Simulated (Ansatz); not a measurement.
# C3H5AlFNO: molecular dynamics

Aim: follow the molecule's vibrations and see whether its bonds hold. The start is relaxed first. Runs: 544 steps of 0.5 fs at constant energy, with velocities drawn for 100 K. SMILES of the start: N=[C]1C[CH](O)[Al]1[F].

Method: RKS BLYP-D4/STO-3G, in Ansatz 0.2.0.

**1. Starting point**

Bond lengths: N1–C2 1.232 Å, C2–C3 1.524 Å, C3–C4 1.598 Å, C4–O5 1.443 Å, C2–Al6 1.983 Å, C4–Al6 1.927 Å, Al6–F7 1.823 Å, N1–H8 1.082 Å, C3–H9 1.052 Å, C3–H10 1.106 Å, C4–H11 1.029 Å, O5–H12 0.960 Å. Angles (14 of 20 angles, heavy atoms first): N1–C2–C3 136.9°, N1–C2–Al6 133.5°, C3–C2–Al6 89.6°, C2–C3–C4 103.3°, C3–C4–O5 106.9°, C3–C4–Al6 89.5°, O5–C4–Al6 110.4°, C2–Al6–C4 77.6°, C2–Al6–F7 142.6°, C4–Al6–F7 139.8°, C2–N1–H8 118.3°, C2–C3–H9 109.3°, C2–C3–H10 108.2°, C4–C3–H9 114.9°.

Structure file:

```xyz
12

N    -1.4199    1.3366    1.5916
C    -0.6430    0.6789    0.8977
C    -0.3906    0.4631   -0.5892
C     0.8650   -0.5255   -0.6104
O     0.4005   -1.7809   -1.1489
Al    0.8387   -0.5707    1.3159
F     1.7228   -1.3584    2.7026
H    -2.1200    1.9950    1.0954
H    -1.2621    0.0830   -1.0386
H    -0.0544    1.4225   -1.0254
H     1.7079   -0.1378   -1.0558
H     0.4321   -1.6609   -2.1010
```

**2. Preparing the start**

input.yaml

```yaml
crystal:
  periodic: [false, false, false]
  atoms:
    - { symbol: "N", position_ang: [-1.4199, 1.3366, 1.5916] }
    - { symbol: C, position_ang: [-0.643, 0.6789, 0.8977] }
    - { symbol: C, position_ang: [-0.3906, 0.4631, -0.5892] }
    - { symbol: C, position_ang: [0.865, -0.5255, -0.6104] }
    - { symbol: O, position_ang: [0.4005, -1.7809, -1.1489] }
    - { symbol: Al, position_ang: [0.8387, -0.5707, 1.3159] }
    - { symbol: F, position_ang: [1.7228, -1.3584, 2.7026] }
    - { symbol: H, position_ang: [-2.12, 1.995, 1.0954] }
    - { symbol: H, position_ang: [-1.2621, 0.083, -1.0386] }
    - { symbol: H, position_ang: [-0.0544, 1.4225, -1.0254] }
    - { symbol: H, position_ang: [1.7079, -0.1378, -1.0558] }
    - { symbol: H, position_ang: [0.4321, -1.6609, -2.101] }
basis:
  gaussian: { orbitals: STO-3G }
hamiltonian:
  xc: blyp
  dispersion: d4
relax:
  f_tol: 0.02
  max_steps: 40
scf:
  lower_state_search: "off"
output:
  orbitals: {}
```

Started as:

```bash
$ ansatz run input.yaml --threads 1 --pin off --max-ram 2048MiB --backend cpu --events-out ev --progress --plain --runs-dir out
```

Log, shortened:

```text
Warning: RAYON_NUM_THREADS=1 ignored (pool sized by the plan → 1); use --threads N
[...]
Functional definition: BLYP
[...]
653 factors; integrals over basis functions are off by at most 1.2e-5 eV
[...]
mean field -15830.81322102 eV, -581.7716553618 hartree, gradient 4.0e-6 eV, S^2 0.000000; 0 other end points of the search recorded, 0 dependent functions left out
[...]
reference -15830.81349074 eV, -581.7716652737 hartree; 30, 30 occupied and 14, 14 virtual orbitals, 653 factors
relax step   1: F+E_penalty+E_count = -15831.40956355 eV  Δ(F+E_penalty+E_count) = +0.000e0 eV  max|allowed force component| = 4.505e0 eV/Å  Δτ_max = 0.0000 Å  (16 SCF iters, accepted)
[...]
relax step   4: F+E_penalty+E_count = -15832.99601938 eV  Δ(F+E_penalty+E_count) = -8.959e-2 eV  max|allowed force component| = 1.463e0 eV/Å  Δτ_max = 0.1376 Å  (19 SCF iters, accepted)
[...]
relax step   7: F+E_penalty+E_count = -15833.05491151 eV  Δ(F+E_penalty+E_count) = -1.934e-3 eV  max|allowed force component| = 1.474e-1 eV/Å  Δτ_max = 0.0258 Å  (21 SCF iters, accepted)
[...]
relax step  10: F+E_penalty+E_count = -15833.05816321 eV  Δ(F+E_penalty+E_count) = -6.647e-4 eV  max|allowed force component| = 7.106e-2 eV/Å  Δτ_max = 0.0365 Å  (20 SCF iters, accepted)
[...]
relax step  13: F+E_penalty+E_count = -15833.05884060 eV  Δ(F+E_penalty+E_count) = -1.839e-4 eV  max|allowed force component| = 4.462e-2 eV/Å  Δτ_max = 0.0214 Å  (21 SCF iters, accepted)
[...]
relax step  15: F+E_penalty+E_count = -15833.05909546 eV  Δ(F+E_penalty+E_count) = -1.100e-4 eV  max|allowed force component| = 1.883e-2 eV/Å  Δτ_max = 0.0134 Å  (21 SCF iters, accepted)
Total energy: -15833.05936107 eV, -581.8541994862 hartree
Atom 0 at    -1.372713     1.520134     1.706732 Å, force     0.003939     0.000555    -0.001661 eV/Å
Atom 1 at    -0.581449     0.680217     1.050564 Å, force    -0.011058     0.007774     0.002344 eV/Å
Atom 2 at    -0.425093     0.432230    -0.526446 Å, force    -0.012892     0.002276    -0.013432 eV/Å
Atom 3 at     0.841889    -0.584146    -0.576863 Å, force     0.003479    -0.002690    -0.006132 eV/Å
Atom 4 at     0.584611    -1.881550    -1.251766 Å, force     0.002520    -0.000511     0.006303 eV/Å
Atom 5 at     0.805868    -0.609641     1.376626 Å, force     0.006089    -0.003515     0.015879 eV/Å
Atom 6 at     1.558232    -1.354560     2.628750 Å, force    -0.007821     0.005903    -0.017086 eV/Å
Atom 7 at    -1.963124     2.066417     0.958129 Å, force     0.004828    -0.007943    -0.000350 eV/Å
Atom 8 at    -1.339221    -0.059124    -0.935827 Å, force     0.018826     0.011719     0.008365 eV/Å
Atom 9 at    -0.259628     1.377802    -1.092017 Å, force    -0.002507    -0.014158     0.007659 eV/Å
Atom 10 at     1.710014    -0.046853    -1.047344 Å, force    -0.004989    -0.001782     0.002185 eV/Å
Atom 11 at     0.517613    -1.596027    -2.256640 Å, force    -0.000413     0.002370    -0.004074 eV/Å
Dipole moment:     0.274013    -0.047342    -0.230154 e Å
Checks for a lower state left out: stability, starts, cluster_reference, orbital_swaps, neighbouring_geometries, increment
```

Wall time 38 s (1 thread of Intel Xeon Platinum 8488C (Sapphire Rapids), shared host); peak memory 0.19 GiB.

Relaxation path:

| step | energy from step 1 (eV) | largest force component (eV/Å) |
| --- | --- | --- |
| 1 | 0.0000 | 4.5047 |
| 2 | -1.3920 | 1.7111 |
| 3 | -1.4969 | 1.4893 |
| 4 | -1.5865 | 1.4627 |
| 5 | -1.6277 | 0.7064 |
| 6 | -1.6434 | 0.2216 |
| 7 | -1.6453 | 0.1474 |
| 8 | -1.6474 | 0.0664 |
| 9 | -1.6479 | 0.0689 |
| 10 | -1.6486 | 0.0711 |
| 11x | -1.6486 | 0.0994 |
| 12 | -1.6491 | 0.0481 |
| 13 | -1.6493 | 0.0446 |
| 14 | -1.6494 | 0.0282 |
| 15 | -1.6495 | 0.0188 |

Step 1 is the start. 1 step was tried and not accepted (marked x).

After: Bond lengths: N1–C2 1.327 Å, C2–C3 1.604 Å, C3–C4 1.625 Å, C4–O5 1.485 Å, C2–Al6 1.922 Å, C4–Al6 1.954 Å, Al6–F7 1.640 Å, N1–H8 1.099 Å, C3–H9 1.116 Å, C3–H10 1.114 Å, C4–H11 1.124 Å, O5–H12 1.047 Å. Angles (14 of 20 angles, heavy atoms first): N1–C2–C3 129.9°, N1–C2–Al6 140.4°, C3–C2–Al6 89.6°, C2–C3–C4 101.7°, C3–C4–O5 115.2°, C3–C4–Al6 87.9°, O5–C4–Al6 116.1°, C2–Al6–C4 80.5°, C2–Al6–F7 140.0°, C4–Al6–F7 139.5°, C2–N1–H8 107.3°, C2–C3–H9 110.4°, C2–C3–H10 112.5°, C4–C3–H9 110.6°.

**3. Dynamics**

544 steps of 0.5 fs at constant energy, with velocities drawn for 100 K, from the relaxed start.

input.yaml

```yaml
crystal:
  periodic: [false, false, false]
  atoms:
    - { symbol: "N", position_ang: [-1.372713, 1.520134, 1.706732] }
    - { symbol: C, position_ang: [-0.581449, 0.680217, 1.050564] }
    - { symbol: C, position_ang: [-0.425093, 0.43223, -0.526446] }
    - { symbol: C, position_ang: [0.841889, -0.584146, -0.576863] }
    - { symbol: O, position_ang: [0.584611, -1.88155, -1.251766] }
    - { symbol: Al, position_ang: [0.805868, -0.609641, 1.376626] }
    - { symbol: F, position_ang: [1.558232, -1.35456, 2.62875] }
    - { symbol: H, position_ang: [-1.963124, 2.066417, 0.958129] }
    - { symbol: H, position_ang: [-1.339221, -0.059124, -0.935827] }
    - { symbol: H, position_ang: [-0.259628, 1.377802, -1.092017] }
    - { symbol: H, position_ang: [1.710014, -0.046853, -1.047344] }
    - { symbol: H, position_ang: [0.517613, -1.596027, -2.25664] }
basis:
  gaussian: { orbitals: STO-3G }
hamiltonian:
  xc: blyp
  dispersion: d4
md:
  timestep: 0.5
  n_steps: 544
  ensemble: nve
  temperature: 100.0
  initial_velocities: maxwell_boltzmann
  seed: 864948
scf:
  lower_state_search: "off"
```

Started as:

```bash
$ ansatz run input.yaml --threads 1 --pin off --max-ram 2048MiB --backend cpu --events-out ev --progress --plain --runs-dir out
```

Log, shortened:

```text
Warning: RAYON_NUM_THREADS=1 ignored (pool sized by the plan → 1); use --threads N
[...]
[... 1 set-up line as earlier in the session ...]
[...]
656 factors; integrals over basis functions are off by at most 1.1e-5 eV
[...]
mean field -15832.47247197 eV, -581.8326317097 hartree, gradient 4.2e-6 eV, S^2 0.000000; 0 other end points of the search recorded, 0 dependent functions left out
[...]
reference -15832.47273845 eV, -581.8326415026 hartree; 30, 30 occupied and 14, 14 virtual orbitals, 656 factors
md step     0: t =     0.00 fs  T =   100.0 K  F+E_penalty+E_count = -15833.05907489 eV  E_kin = 0.129260 eV  conserved = -15832.92981489 eV  (17 SCF iters)
[...]
md step    20: t =    10.00 fs  T =    57.8 K  F+E_penalty+E_count = -15833.00433621 eV  E_kin = 0.074691 eV  conserved = -15832.92964527 eV  (15 SCF iters)
[...]
md step    40: t =    20.00 fs  T =    47.8 K  F+E_penalty+E_count = -15832.99130024 eV  E_kin = 0.061803 eV  conserved = -15832.92949774 eV  (15 SCF iters)
[...]
md step    60: t =    30.00 fs  T =    47.5 K  F+E_penalty+E_count = -15832.99077057 eV  E_kin = 0.061428 eV  conserved = -15832.92934299 eV  (14 SCF iters)
[...]
md step    78: t =    39.00 fs  T =    50.1 K  F+E_penalty+E_count = -15832.99397818 eV  E_kin = 0.064728 eV  conserved = -15832.92924984 eV  (14 SCF iters)
md step    79: t =    39.50 fs  T =    49.6 K  F+E_penalty+E_count = -15832.99330514 eV  E_kin = 0.064060 eV  conserved = -15832.92924553 eV  (14 SCF iters)
```

**4. The log goes on: dynamics from the start**

The log, continued, shortened:

```text
md step    80: t =    40.00 fs  T =    50.2 K  F+E_penalty+E_count = -15832.99421520 eV  E_kin = 0.064938 eV  conserved = -15832.92927708 eV  (14 SCF iters)
[...]
md step   106: t =    53.00 fs  T =    49.9 K  F+E_penalty+E_count = -15832.99389745 eV  E_kin = 0.064562 eV  conserved = -15832.92933564 eV  (15 SCF iters)
[...]
md step   132: t =    66.00 fs  T =    42.3 K  F+E_penalty+E_count = -15832.98405900 eV  E_kin = 0.054654 eV  conserved = -15832.92940496 eV  (15 SCF iters)
[...]
md step   158: t =    79.00 fs  T =    46.0 K  F+E_penalty+E_count = -15832.98880348 eV  E_kin = 0.059492 eV  conserved = -15832.92931185 eV  (15 SCF iters)
[...]
md step   183: t =    91.50 fs  T =    54.1 K  F+E_penalty+E_count = -15832.99944570 eV  E_kin = 0.069957 eV  conserved = -15832.92948836 eV  (15 SCF iters)
md step   184: t =    92.00 fs  T =    49.5 K  F+E_penalty+E_count = -15832.99328193 eV  E_kin = 0.063928 eV  conserved = -15832.92935386 eV  (15 SCF iters)
```

**5. The log goes on: dynamics from the start**

Output, continued, shortened:

```text
md step   185: t =    92.50 fs  T =    44.7 K  F+E_penalty+E_count = -15832.98696689 eV  E_kin = 0.057745 eV  conserved = -15832.92922149 eV  (15 SCF iters)
[...]
md step   206: t =   103.00 fs  T =    53.3 K  F+E_penalty+E_count = -15832.99807773 eV  E_kin = 0.068873 eV  conserved = -15832.92920476 eV  (15 SCF iters)
[...]
md step   227: t =   113.50 fs  T =    43.7 K  F+E_penalty+E_count = -15832.98565970 eV  E_kin = 0.056448 eV  conserved = -15832.92921136 eV  (15 SCF iters)
[...]
md step   248: t =   124.00 fs  T =    39.5 K  F+E_penalty+E_count = -15832.98030245 eV  E_kin = 0.051050 eV  conserved = -15832.92925294 eV  (16 SCF iters)
[...]
md step   543: t =   271.50 fs  T =    44.2 K  F+E_penalty+E_count = -15832.98637007 eV  E_kin = 0.057116 eV  conserved = -15832.92925370 eV  (14 SCF iters)
[...]
Atom 4 at     0.569137    -1.884314    -1.211536 Å, force     0.247353     0.305740     0.075339 eV/Å
Atom 5 at     0.841872    -0.586744     1.344344 Å, force    -0.004242     0.158431     0.449636 eV/Å
Atom 6 at     1.500756    -1.363508     2.616675 Å, force     0.198199    -0.204476     0.205558 eV/Å
Atom 7 at    -1.991644     2.017639     0.990664 Å, force    -0.185992     0.262585    -0.472361 eV/Å
Atom 8 at    -1.328208    -0.136642    -0.902851 Å, force     0.103269     0.181095    -0.047151 eV/Å
Atom 9 at    -0.305722     1.360073    -1.070802 Å, force    -0.111408     0.169061    -0.143296 eV/Å
Atom 10 at     1.683749    -0.047001    -1.127624 Å, force     0.589325     0.450386    -0.241655 eV/Å
Atom 11 at     0.629158    -1.648882    -2.231045 Å, force    -0.077536    -0.027951     0.052884 eV/Å
Dipole moment:     0.333318    -0.053869    -0.275954 e Å
Checks for a lower state left out: stability, starts, cluster_reference, orbital_swaps, neighbouring_geometries, increment
```

Wall time 22 min (1 thread of Intel Xeon Platinum 8488C (Sapphire Rapids), shared host); peak memory 0.22 GiB.

**6. What the atoms did**

The trajectory, every 21 steps (energies from step 0):

| time (fs) | T (K) | potential energy change (meV/atom) | total energy change (meV/atom) |
| --- | --- | --- | --- |
| 0.0 | 100 | 0.0 | 0.00 |
| 10.5 | 60 | 4.3 | 0.01 |
| 21.0 | 53 | 5.1 | 0.01 |
| 31.5 | 59 | 4.4 | 0.02 |
| 42.0 | 55 | 4.8 | 0.03 |
| 52.5 | 50 | 5.4 | 0.04 |
| 63.0 | 45 | 5.9 | 0.05 |
| 73.5 | 51 | 5.3 | 0.05 |
| 84.0 | 39 | 6.6 | 0.05 |
| 94.5 | 46 | 5.8 | 0.04 |
| 105.0 | 55 | 4.9 | 0.04 |
| 115.5 | 45 | 5.9 | 0.03 |
| 126.0 | 43 | 6.2 | 0.03 |
| 136.5 | 69 | 3.4 | 0.03 |
| 147.0 | 63 | 4.0 | 0.03 |
| 157.5 | 40 | 6.5 | 0.03 |
| 168.0 | 45 | 6.0 | 0.04 |
| 178.5 | 50 | 5.5 | 0.04 |
| 189.0 | 59 | 4.5 | 0.04 |
| 199.5 | 49 | 5.5 | 0.04 |
| 210.0 | 57 | 4.7 | 0.03 |
| 220.5 | 59 | 4.4 | 0.03 |
| 231.0 | 58 | 4.6 | 0.02 |
| 241.5 | 59 | 4.4 | 0.02 |
| 252.0 | 67 | 3.5 | 0.01 |
| 262.5 | 51 | 5.3 | 0.01 |
| 272.0 | 52 | 5.2 | 0.03 |

time (fs), T (K) and a bar:
```
      0.0        100 ##############################
     12.0         46 #########
     23.5         32 ###
     35.5         55 ############
     47.5         55 ############
     59.0         52 ###########
     71.0         51 ##########
     83.0         34 ####
     94.5         46 #########
    106.5         58 #############
    118.5         38 #####
    130.0         47 #########
    142.0         57 #############
    153.5         44 ########
    165.5         41 ######
    177.5         58 #############
    189.0         59 ##############
    201.0         47 #########
    213.0         53 ###########
    224.5         46 ########
    236.5         59 ##############
    248.5         56 ############
    260.0         25 
    272.0         52 ###########
```

Maxima of the velocity power spectrum (cm⁻¹, relative height; resolution about 250 cm⁻¹): 400 (100), 920 (46), 1350 (32), 1590 (31), 3160 (67).

**7. Frames from the trajectory**

Positions (Å) and forces (eV/Å):

```xyz
12
time_fs=34.0 T=50 dE=0.0654
N    -1.378    1.527    1.698   -0.425    0.496   -0.363
C    -0.566    0.703    1.059    0.651   -0.598   -0.264
C    -0.424    0.412   -0.526    0.389    0.548    0.554
C     0.828   -0.604   -0.576   -0.449    0.177    0.398
O     0.587   -1.858   -1.305   -0.081   -0.392   -0.220
Al    0.813   -0.636    1.380   -0.351    0.342    0.060
F     1.560   -1.331    2.667   -0.008   -0.006   -0.116
H    -1.961    2.065    0.913    0.236   -0.224    0.480
H    -1.338   -0.098   -0.839   -0.675   -0.335   -0.451
H    -0.282    1.331   -1.149   -0.094   -0.183    0.178
H     1.668   -0.027   -1.001    0.707    0.210   -0.329
H     0.369   -1.513   -2.271    0.101   -0.036    0.073
12
time_fs=68.0 T=34 dE=0.0857
N    -1.330    1.524    1.718   -0.076   -0.011   -0.108
C    -0.590    0.636    1.058   -0.282    0.832   -0.033
C    -0.424    0.412   -0.514   -0.968   -0.649   -0.252
C     0.822   -0.605   -0.587   -0.253   -0.410    0.669
O     0.578   -1.864   -1.316   -0.150   -0.521   -0.023
Al    0.795   -0.614    1.386    0.178   -0.441   -0.404
F     1.550   -1.310    2.655    0.141   -0.114    0.203
H    -1.895    2.116    0.975    0.136   -0.193    0.091
H    -1.372   -0.048   -0.930    0.584    0.060    0.218
H    -0.249    1.323   -1.098    0.101    0.743   -0.135
H     1.683   -0.103   -1.044    0.675    0.693   -0.199
H     0.779   -1.586   -2.302   -0.086    0.010   -0.028
12
time_fs=102.0 T=62 dE=0.0493
N    -1.339    1.538    1.733    0.505   -0.517    0.028
C    -0.579    0.682    1.048   -0.170    0.055    0.229
C    -0.438    0.423   -0.536   -0.065    0.614   -0.125
C     0.825   -0.582   -0.604    0.266    0.448    0.749
O     0.624   -1.873   -1.264   -0.167   -0.338   -0.427
Al    0.773   -0.652    1.373    0.143    0.281   -0.301
F     1.565   -1.315    2.648   -0.037   -0.047   -0.062
H    -1.909    2.115    1.013   -0.264    0.274   -0.364
H    -1.354   -0.092   -0.900   -0.132    0.096   -0.154
H    -0.275    1.377   -1.128   -0.247   -0.618    0.344
H     1.667    0.012   -1.058    0.151   -0.215    0.044
H     0.507   -1.604   -2.270    0.017   -0.034    0.039
12
time_fs=136.0 T=69 dE=0.0402
N    -1.356    1.561    1.701   -0.013   -0.040    0.216
C    -0.614    0.672    1.063    0.620   -0.635   -0.096
C    -0.429    0.394   -0.509   -0.257    0.755   -0.177
C     0.845   -0.589   -0.563    0.581    0.508   -0.460
O     0.614   -1.866   -1.260   -0.060   -0.492    0.023
Al    0.789   -0.624    1.376   -0.252    0.270    0.101
F     1.569   -1.347    2.611    0.168   -0.177    0.277
H    -1.917    2.106    0.942   -0.214    0.217   -0.187
H    -1.331   -0.091   -0.940   -0.098   -0.116    0.005
H    -0.273    1.353   -1.060    0.003   -0.118   -0.030
H     1.723   -0.017   -1.032   -0.538   -0.316    0.330
H     0.413   -1.573   -2.243    0.063    0.144   -0.001
12
time_fs=170.0 T=44 dE=0.0734
N    -1.369    1.539    1.674   -0.265    0.356    0.117
C    -0.590    0.684    1.028   -0.280    0.131    0.400
C    -0.462    0.417   -0.524    0.037   -0.751   -0.083
C     0.822   -0.574   -0.567    0.719   -0.017    0.058
O     0.581   -1.872   -1.252    0.176    0.163   -0.071
Al    0.813   -0.593    1.407   -0.136   -0.004   -0.481
F     1.582   -1.399    2.615   -0.089    0.108   -0.011
H    -1.987    2.099    0.940    0.314   -0.363    0.142
H    -1.375   -0.078   -0.948    0.221   -0.006    0.225
H    -0.314    1.341   -1.085    0.168    0.774   -0.456
H     1.727   -0.034   -1.022   -0.737   -0.250    0.238
H     0.776   -1.608   -2.245   -0.128   -0.141   -0.078
12
time_fs=204.0 T=43 dE=0.0737
N    -1.404    1.532    1.715    0.220    0.047   -0.580
C    -0.561    0.727    1.060   -0.244   -0.077    0.439
C    -0.435    0.419   -0.495    0.704    0.623   -0.423
C     0.864   -0.593   -0.566   -0.476    0.098   -0.505
O     0.615   -1.913   -1.246    0.072    0.452    0.429
Al    0.811   -0.583    1.369    0.055    0.036    0.213
F     1.539   -1.386    2.590    0.092   -0.095    0.200
H    -2.006    2.064    0.944    0.213   -0.286    0.315
H    -1.326   -0.138   -0.814   -0.579   -0.125   -0.366
H    -0.329    1.367   -1.107   -0.108   -0.686    0.202
H     1.705   -0.018   -1.051   -0.041   -0.202    0.010
H     0.415   -1.642   -2.239    0.092    0.215    0.066
12
time_fs=238.0 T=51 dE=0.0639
N    -1.346    1.504    1.714   -0.354    0.318    0.411
C    -0.603    0.667    1.022    0.641   -0.495    0.356
C    -0.465    0.439   -0.541   -0.256   -0.531   -0.517
C     0.838   -0.548   -0.583   -0.490   -0.636    0.019
O     0.602   -1.894   -1.204   -0.006    0.583   -0.064
Al    0.848   -0.582    1.366   -0.486    0.254    0.007
F     1.518   -1.391    2.630    0.009    0.066   -0.136
H    -1.970    2.051    1.008   -0.208    0.203   -0.178
H    -1.381   -0.053   -0.993    0.488    0.086    0.411
H    -0.325    1.385   -1.111    0.174    0.080    0.080
H     1.662   -0.019   -1.094    0.494    0.312   -0.341
H     0.442   -1.605   -2.199   -0.004   -0.240   -0.048
12
time_fs=272.0 T=52 dE=0.0629
N    -1.362    1.512    1.712    0.241   -0.420    0.609
C    -0.583    0.654    1.066   -0.084    0.318   -0.127
C    -0.439    0.415   -0.508    0.043   -0.310   -0.068
C     0.874   -0.549   -0.581   -0.959   -0.882   -0.293
O     0.569   -1.884   -1.212    0.247    0.306    0.075
Al    0.842   -0.587    1.344   -0.004    0.158    0.450
F     1.501   -1.363    2.617    0.198   -0.204    0.206
H    -1.992    2.018    0.991   -0.186    0.263   -0.472
H    -1.328   -0.137   -0.903    0.103    0.181   -0.047
H    -0.306    1.360   -1.071   -0.111    0.169   -0.143
H     1.684   -0.047   -1.128    0.589    0.450   -0.242
H     0.629   -1.649   -2.231   -0.077   -0.028    0.053
```

**8. Results**

| quantity | value |
| --- | --- |
| relaxation of the start | 13 moves, 1.650 eV lower |
| length | 544 steps of 0.5 fs |
| temperature, first and last step | 100 and 52 K |
| temperature, second half | mean 49 K, from 25 to 69 K |
| potential energy, second half | +5 meV/atom from the start |
| largest change of the total energy | 0.07 meV/atom |
| bonds formed or broken | 0 |

The temperature starts at 100 K and averages 49 K in the second half, where it ranges from 25 to 69 K; a mean near half the start is what vibrations about a minimum give, since they share energy equally between motion and strain. The total energy strays from its start by at most 0.07 meV/atom, 1.3 % of the mean kinetic energy, which is good for a step of 0.5 fs. The bonding pattern survives the run. Averages from a run of 272 fs with 12 atoms are rough. The nuclei move classically, without zero-point motion, which matters most for hydrogen. The basis is very small, so the numbers are rough.
